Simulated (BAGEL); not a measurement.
# CHFO (formyl fluoride) at HF/def2-TZVPP (density fitting with qzvpp-jkfit)

Aim: the electronic atomisation energy of CHFO (formyl fluoride) at HF/def2-TZVPP (density fitting with qzvpp-jkfit), from 5 runs. 

The results are computed with BAGEL 1.2.2.

21 further runs of the same task are left out: 21 set aside as unsound or not needed.

## (1) Starting point

The species is CHFO (4 atoms), meant as a singlet with charge 0. As SMILES, `O=CF`. The shape is that of a GFN2-xTB optimisation.

Bond lengths: O1–C2 1.171 Å, C2–F3 1.341 Å, C2–H4 1.098 Å. Angles: O1–C2–F3 122.3°, O1–C2–H4 129.0°, F3–C2–H4 108.7°.

## (2) The energy at HF/def2-TZVPP (density fitting with qzvpp-jkfit)

File input.json:

```json
{ "bagel" : [

{
  "title" : "molecule",
  "basis" : "tzvpp",
  "df_basis" : "qzvpp-jkfit",
  "angstrom" : true,
  "geometry" : [
    { "atom" : "O", "xyz" : [      -0.889680,       0.196020,       0.829980 ] },
    { "atom" : "C", "xyz" : [      -0.049740,       0.073340,       0.022930 ] },
    { "atom" : "F", "xyz" : [       0.584370,      -1.090860,      -0.181350 ] },
    { "atom" : "H", "xyz" : [       0.355050,       0.821510,      -0.671560 ] }
  ]
},

{
  "title" : "hf"
},

{
  "title" : "print",
  "file" : "orbitals.molden",
  "orbitals" : true
}

]}
```

On the command line:

```bash
$ BAGEL_NUM_THREADS=1 BAGEL input.json > input.out
```

The log of the run:

```text
* using 1 threads per process

  ===============================================================
  ===============================================================

  *** Geometry ***

  { "atom" : "O", "xyz" : [     -1.681252,      0.370424,      1.568435 ] },
  { "atom" : "C", "xyz" : [     -0.093995,      0.138593,      0.043331 ] },
  { "atom" : "F", "xyz" : [      1.104299,     -2.061427,     -0.342702 ] },
  { "atom" : "H", "xyz" : [      0.670947,      1.552429,     -1.269064 ] },

  Number of auxiliary basis functions:      247

  Since a DF basis is specified, we compute 2- and 3-index integrals:
    o Being stored without compression. Storage requirement is 0.023 GB

  Number of basis functions:      107
  Number of electrons      :       24

    * METHOD: MOLECULE                             0.07

  *** RHF ***

  === Nuclear Repulsion ===
    67.6421796645

      * DIIS with orbital gradients will be used.

  === RHF iteration (tzvpp) ===
      0       -212.60302242          0.02602198           0.01
      1       -212.72404454          0.02023544           0.02
      2       -212.84140364          0.00193320           0.01
[... 11 lines of this table left out ...]
     14       -212.84371858          0.00000001           0.02
    * SCF iteration converged.

    * Permanent dipole moment:
           (   -0.480205,    -0.499192,     0.676664) a.u.

    * METHOD: HF                                   0.29

    * METHOD: PRINT                                0.02

  ===============================================================
```

It took 0.56 s on 1 thread of AMD EPYC 9R45 (Zen 5), shared host.

## (3) The C atom, same level

File job.json:

```json
{ "bagel": [

{
  "title": "molecule",
  "basis": "tzvpp",
  "df_basis": "qzvpp-jkfit",
  "angstrom": true,
  "geometry": [
    { "atom": "C", "xyz": [    0.000000,    0.000000,    0.000000 ] }
  ]
},
{ "title": "uhf", "nopen": 2 },
{ "title": "print", "file": "orbitals.molden", "orbitals": true }

]}
```

Run the same way, it converges to -37.69248 Eh (log not shown).

## (4) The F atom at the same level

File hf.json:

```json
{ "bagel": [

{
  "title": "molecule",
  "basis": "tzvpp",
  "df_basis": "qzvpp-jkfit",
  "angstrom": true,
  "geometry": [
    { "atom": "F", "xyz": [       0.000000,       0.000000,       0.000000 ] }
  ]
},

{ "title": "uhf", "nopen": 1 },

{ "title": "print", "file": "orbitals.molden", "orbitals": true }

]}
```

Run the same way, it converges to -99.41180 Eh (log not shown).

## (5) The H atom, same level

File input.json:

```json
{ "bagel": [

{
  "title": "molecule",
  "basis": "tzvpp",
  "df_basis": "qzvpp-jkfit",
  "angstrom": "true",
  "geometry": [
    { "atom": "H", "xyz": [       0.000000,       0.000000,       0.000000 ] }
  ]
},

{ "title": "uhf", "nopen": 1 },

{ "title": "print", "file": "orbitals.molden", "orbitals": "true" }

]}
```

On the command line:

```bash
$ BAGEL_NUM_THREADS=1 BAGEL input.json > input.out
```

The log of the run:

```text
* using 1 threads per process

  ===============================================================
  ===============================================================

  *** Geometry ***

  { "atom" : "H", "xyz" : [      0.000000,      0.000000,      0.000000 ] },

  Number of auxiliary basis functions:       18

  Since a DF basis is specified, we compute 2- and 3-index integrals:
    o Being stored without compression. Storage requirement is 0.000 GB

  Number of basis functions:       14
  Number of electrons      :        1

    * METHOD: MOLECULE                             0.01

  *** Open-shell HF ***

  === Nuclear Repulsion ===
     0.0000000000

      * DIIS with orbital gradients will be used.

  === UHF iteration (tzvpp) ===
      0         -0.48638673          0.01936587           0.00
      1         -0.49778792          0.00766159           0.00
      2         -0.49950576          0.00301034           0.00
      3         -0.49980980          0.00001844           0.00
      4         -0.49980983          0.00000549           0.00
      5         -0.49980983          0.00000000           0.00
    * SCF iteration converged.

    * S^2 (UHF) is 0.7500

    * Permanent dipole moment:
           (   -0.000000,     0.000000,    -0.000000) a.u.

    * METHOD: UHF                                  0.01

    * METHOD: PRINT                                0.00

  ===============================================================
```

Run time: 0.2 s. Hardware: 1 thread of AMD EPYC 9R45 (Zen 5), shared host.

## (6) The O atom

File input.json:

```json
{ "bagel" : [

{
  "title" : "molecule",
  "basis" : "tzvpp",
  "df_basis" : "qzvpp-jkfit",
  "angstrom" : true,
  "geometry" : [
    { "atom" : "O", "xyz" : [    0.000000,    0.000000,    0.000000 ] }
  ]
},
{
  "title" : "uhf",
  "charge" : 0,
  "nopen" : 2
},
{
  "title" : "print",
  "file" : "orbitals.molden",
  "orbitals" : true
}

]}
```

On the command line:

```bash
$ BAGEL_NUM_THREADS=1 BAGEL input.json > input.out
```

The log of the run:

```text
* using 1 threads per process

  ===============================================================
  ===============================================================

  *** Geometry ***

  { "atom" : "O", "xyz" : [      0.000000,      0.000000,      0.000000 ] },

  Number of auxiliary basis functions:       77

  Since a DF basis is specified, we compute 2- and 3-index integrals:
    o Being stored without compression. Storage requirement is 0.001 GB

  Number of basis functions:       31
  Number of electrons      :        8

    * METHOD: MOLECULE                             0.01

  *** Open-shell HF ***

  === Nuclear Repulsion ===
     0.0000000000

      * DIIS with orbital gradients will be used.

  === UHF iteration (tzvpp) ===
      0        -74.79783522          0.01978783           0.00
      1        -74.81346894          0.00471314           0.00
      2        -74.81521291          0.00194324           0.00
      3        -74.81553191          0.00068818           0.00
      4        -74.81561214          0.00018472           0.00
      5        -74.81562236          0.00001055           0.00
      6        -74.81562276          0.00000290           0.00
      7        -74.81562282          0.00000139           0.00
      8        -74.81562284          0.00000027           0.00
      9        -74.81562284          0.00000002           0.00
     10        -74.81562284          0.00000000           0.00
    * SCF iteration converged.

    * S^2 (UHF) is 2.0082

    * Permanent dipole moment:
           (   -0.000000,    -0.000000,     0.000000) a.u.

    * METHOD: UHF                                  0.02

    * METHOD: PRINT                                0.00

  ===============================================================
```

Wall time 0.2 s (1 thread of AMD EPYC 9R45 (Zen 5), shared host).

## (7) Results

Level: HF/def2-TZVPP (density fitting with qzvpp-jkfit).

| quantity | value |
| --- | --- |
| molecule: total energy | -212.84372 Eh |
| molecule: dipole moment | 2.46 D |
| molecule: HOMO energy | -13.99 eV |
| molecule: LUMO energy | 3.49 eV |
| molecule: HOMO–LUMO gap | 17.48 eV |
| C atom: total energy | -37.69248 Eh |
| C atom: dipole moment | 0.00 D |
| C atom: ⟨S²⟩ | 2.010 |
| F atom: total energy | -99.41180 Eh |
| F atom: dipole moment | 0.00 D |
| F atom: ⟨S²⟩ | 0.754 |
| H atom: total energy | -0.49981 Eh |
| H atom: dipole moment | 0.00 D |
| H atom: ⟨S²⟩ | 0.750 |
| O atom: total energy | -74.81562 Eh |
| O atom: dipole moment | 0.00 D |
| O atom: ⟨S²⟩ | 2.008 |
| electronic atomisation energy | 11.538 eV |

What this shows: Taking the molecule apart into free atoms costs 11.54 eV (266 kcal/mol), before zero-point energy and without spin-orbit coupling. Hartree–Fock lacks the correlation of the bonding pairs, which as a rule makes this value much too low; in minimal bases other errors can mask that.
